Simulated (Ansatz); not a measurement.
# Lu3Si in Ansatz: convergence with k mesh

Input of the first run (k mesh 2 × 2 × 2); the others differ in this setting and in those tied to it:

The input input.yaml:

```yaml
crystal:
  lattice:
    - [4.541419, 0.0, 0.0]
    - [0.0, 4.541419, 0.0]
    - [0.0, 0.0, 4.541419]
  atoms:
    - { symbol: Lu, position: [0.5, 0.5, 0.0] }
    - { symbol: Lu, position: [0.5, 0.0, 0.5] }
    - { symbol: Lu, position: [0.0, 0.5, 0.5] }
    - { symbol: Si, position: [0.0, 0.0, 0.0] }
hamiltonian:
  xc: pbe
  pseudopotentials: { kind: paw, level: accurate }
kpoints:
  mp_grid: { grid: [2, 2, 2] }
scf:
  occupations: { method: gaussian, width: 0.1 }
output:
  forces: true
  stress: true
  eigenvalues: true
```

Potentials or basis: Ansatz PAW earlier set.

Launch:

```console
$ ansatz run input.yaml --threads 2 --pin off --max-ram 5632MiB --backend cpu --events-out ev --progress --plain --runs-dir out
```

The cell comes from a database or a generator and needn't be the stable form of this composition.

Hardware: 2 threads of Arm Neoverse V2, on a shared host.

| k mesh | energy less the tightest run, at zero smearing (meV/atom) | pressure (GPa) | SCF cycles | CPU time (s) | peak memory (GiB) |
| --- | --- | --- | --- | --- | --- |
| 2 × 2 × 2 | 85.89 | -1.69 | 7 | 2.6 | 0.48 |
| 3 × 3 × 3 | -48.52 | -0.81 | 7 | 3.1 | 0.49 |
| 4 × 4 × 4 | 3.18 | -0.75 | 8 | 6.4 | 0.52 |
| 5 × 5 × 5 | 6.27 | -0.66 | 8 | 6.4 | 0.52 |
| 7 × 7 × 7 | 5.43 | -0.80 | 8 | 12 | 0.57 |
| 8 × 8 × 8 | -1.05 | -0.81 | 8 | 21 | 0.65 |
| 10 × 10 × 10 | 0.00 | -0.79 | 8 | 32 | 0.76 |

Against the tightest run, the pressure stays within 0.1 GPa from 7 × 7 × 7 on. Not settled before the last step: the energy (to 1 meV/atom). Meshes of other sizes hit other points, so gaps and Fermi surfaces needn't settle smoothly. The tightest run that finished is the yardstick and may itself not be fully converged.

The run has no spin-orbit coupling, so splittings on Lu are missing.
